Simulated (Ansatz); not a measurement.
# C3H6AlI: one species, many methods

An exercise on one series of results from a longer session: the logs are not shown, and one member is left open.

Computed with Ansatz 0.2.0, Gaussian basis. Level: functionals in def2-TZVPP, the program's frozen cores in correlated methods.

Plan: PBE-D4, r2SCAN-D4, PBE0-D4, B3LYP-D4, ωB97X-V, ωB97M-V, B2PLYP; CCSD(T)/def2-TZVPP; MP2/def2-QZVPP; extrapolation to the limit.

### The relaxed structure

The geometry comes from an earlier relaxation with PBE0-D4 in a triple-zeta def2 set; it is a stationary point, not always the lowest conformer. I takes the def2 core potential; no spin-orbit term is included.

SMILES `C=C(I)[CH2][AlH2]`, 11 atoms, charge 0, spin multiplicity 1.

Atoms are counted from 1 here; the program's logs count them from 0.

Bond lengths: C1–C2 1.322 Å, C1–H6 1.081 Å, C1–H7 1.086 Å, C2–I3 2.149 Å, C2–C4 1.470 Å, C4–Al5 2.006 Å, C4–H8 1.096 Å, C4–H9 1.093 Å, Al5–H10 1.588 Å, Al5–H11 1.587 Å. Angles: C2–C1–H6 123.7°, C2–C1–H7 118.3°, H6–C1–H7 118.0°, C1–C2–I3 118.3°, C1–C2–C4 132.6°, I3–C2–C4 108.7°, C2–C4–Al5 101.8°, C2–C4–H8 110.7°, C2–C4–H9 110.7°, Al5–C4–H8 105.9°, Al5–C4–H9 118.2°, H8–C4–H9 109.1°, C4–Al5–H10 119.0°, C4–Al5–H11 117.5°, H10–Al5–H11 122.2°.

Coordinates:

```xyz
11
charge 0, multiplicity 1
C    -1.7453    0.3452   -0.9171
C    -0.4538    0.2347   -0.6574
I     0.7043   -1.1485   -1.8249
C     0.3912    0.7599    0.4247
Al    1.3639   -0.8892    1.0243
H    -2.2482   -0.2024   -1.7012
H    -2.3379    1.0210   -0.3070
H     1.1580    1.4334    0.0258
H    -0.2129    1.2993    1.1592
H     2.9470   -0.8496    1.1393
H     0.4987   -2.0608    1.6549
```

The first run:

in.yaml reads:

```yaml
crystal:
  periodic: [false, false, false]
  atoms:
    - {symbol: C, position_ang: [-1.745294, 0.345209, -0.917075]}
    - {symbol: C, position_ang: [-0.453756, 0.234671, -0.657353]}
    - {symbol: I, position_ang: [0.704307, -1.148520, -1.824866]}
    - {symbol: C, position_ang: [0.391177, 0.759876, 0.424692]}
    - {symbol: Al, position_ang: [1.363926, -0.889216, 1.024316]}
    - {symbol: H, position_ang: [-2.248221, -0.202441, -1.701163]}
    - {symbol: H, position_ang: [-2.337853, 1.021024, -0.306989]}
    - {symbol: H, position_ang: [1.157980, 1.433445, 0.025759]}
    - {symbol: H, position_ang: [-0.212856, 1.299342, 1.159199]}
    - {symbol: H, position_ang: [2.947044, -0.849579, 1.139291]}
    - {symbol: H, position_ang: [0.498744, -2.060811, 1.654889]}
basis:
  gaussian: {orbitals: def2-TZVPP}
hamiltonian: {xc: pbe, dispersion: d4}
output: {forces: true, orbitals: {seedname: orbitals}}
```

Launch:

```bash
ansatz run in.yaml --threads 4 --pin off --events-out ev --progress --plain --max-ram 10444MiB
```

Among the steps run: PBE-D4 (GGA); r2SCAN-D4 (meta-GGA); PBE0-D4 (hybrid); B3LYP-D4 (hybrid); ωB97X-V (range-separated); ωB97M-V (range-separated); B2PLYP (double hybrid); CCSD(T) in def2-TZVPP; MP2 in def2-QZVPP.

One table of the session follows, with a row left open; its other results are not shown here.

```
            method  atomisation energy (kJ/mol)
            PBE-D4                       3939.3
         r2SCAN-D4                       3876.3
           PBE0-D4                       3878.4
          B3LYP-D4                       3848.0
           ωB97X-V                       3851.8
           ωB97M-V                       3854.0
            B2PLYP                       3804.8
     HF/def2-TZVPP                            ?
    MP2/def2-TZVPP                       3829.5
   CCSD/def2-TZVPP                       3695.5
CCSD(T)/def2-TZVPP                       3763.3
           MP2/CBS                       3930.2
       CCSD(T)/CBS                       3864.0
```

**Question.** Estimate the row for HF/def2-TZVPP.

The run gave: atomisation energy (kJ/mol): 2817.7. In the column «atomisation energy (kJ/mol)» it is the lowest.

To keep in mind: Free atoms (3 C, 1 I, 1 Al, 6 H) were run apart at each level; the atomisation energy is their sum less the molecule, without zero-point or spin-orbit terms.
